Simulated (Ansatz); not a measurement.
**GeH₂O (triplet): from Hartree-Fock to the top rungs, cc-pVDZ**

The task here is to estimate one member of a computed series from the others.

Program: Ansatz 0.2.0, Gaussian basis. Level of theory: cc-pVDZ, core rule «outside noble gas», up to 15 orbitals frozen. These are calculated values, not measurements.

To be run: UHF; CCSD(T) on ROHF; CCSD(T) on UHF; BCCD(T) on ROHF; CISD; CCSDT(Q) on ROHF; CCSDT(Q) on UHF; CASSCF and MRCISD+Q, 12 electrons in 10 orbitals; CASSCF and NEVPT4(SD), 12 electrons in 10 orbitals; CASSCF and NEVPT2, 12 electrons in 10 orbitals.

23 further runs of the same task are left out: 9 for a known fault of the program, 6 that didn't finish, 8 set aside as unsound or not needed.

## The geometry

The geometry is a PBE0/def2-TZVP stationary point (not a proven minimum) of the parent state, kept for this charge and spin. No spin-orbit coupling is included. The filled d shell of Ge may be among the frozen orbitals whatever the setting's name suggests; the logs give the count.

4 atoms, charge 0, spin multiplicity 3.

Atoms are counted from 1 here; the program's logs count them from 0.

Bond lengths: Ge1–O2 1.791 Å, Ge1–H3 1.599 Å, O2–H4 0.961 Å. Angles: O2–Ge1–H3 92.3°, Ge1–O2–H4 111.5°.

The first run:

in.yaml

```yaml
crystal:
  periodic: [false, false, false]
  atoms:
    - {symbol: Ge, position_ang: [0.000000, -0.045054, 0.336205]}
    - {symbol: O, position_ang: [0.000000, 0.151798, -1.443563]}
    - {symbol: H, position_ang: [0.000000, 1.535873, 0.576619]}
    - {symbol: H, position_ang: [0.000000, -0.698502, -1.891995]}
basis:
  gaussian: {orbitals: cc-pVDZ}
magnetization: {spin_polarized: true, initial_magnetization: 2}
hamiltonian: {xc: hf}
output: {orbitals: {seedname: orbitals}}
```

On the command line:

```bash
ansatz run in.yaml --threads 1 --pin off --events-out ev --progress --plain --max-ram 2393MiB
```

Among the steps run: UHF; CCSD(T) on ROHF; CCSD(T) on UHF; BCCD(T) on ROHF; CISD; CCSDT(Q) on ROHF; CCSDT(Q) on UHF; CASSCF and MRCISD+Q, 12 electrons in 10 orbitals; CASSCF and NEVPT4(SD), 12 electrons in 10 orbitals; CASSCF and NEVPT2, 12 electrons in 10 orbitals.

One table of the session follows, with a row left open; its other results are not shown here.

| method | from UCCSDT(Q) (kJ/mol) |
| --- | --- |
| ROHF | +753.2 |
| UHF | +744.7 |
| RMP2 | +72.3 |
| UMP2 | +70.7 |
| RCCSD | ? |
| UCCSD | +22.1 |
| RCCSD(T) | +5.1 |
| UCCSD(T) | +4.2 |
| BCCD(T) | +5.0 |
| RCCSDT | +3.1 |
| UCCSDT | +2.2 |
| RCCSDT(Q) | +1.2 |
| UCCSDT(Q) | 0 |
| CASSCF valence | +539.3 |
| NEVPT2 valence | +98.9 |
| NEVPT4(SD) valence | +12.0 |
| MRCISD valence | +37.1 |
| MRCISD+Q valence | +5.5 |

**Question.** Estimate the row for RCCSD.

The run gave: from UCCSDT(Q) (kJ/mol): +23.2. In the column «from UCCSDT(Q) (kJ/mol)» it lies between UCCSD (+22.1) and MRCISD valence (+37.1).

Among the levels timed on like hardware and quicker than the yardstick, those that no quicker one beats, quickest first: UCCSD(T) (4.2 s, +4.2 kJ/mol).

Not comparable, so not listed: CISD (they don't share determinant, frozen orbitals or solution with the rows shown, or repeat one).

Limits of these values: Of the multireference levels listed MRCISD+Q valence comes nearest in total energy (+5.5 kJ/mol), which doesn't show that its space is the better one. Restricted and unrestricted rows rest on different reference determinants; where their highest levels disagree by more than a few hundredths of an eV, they describe different states and don't form one ladder.
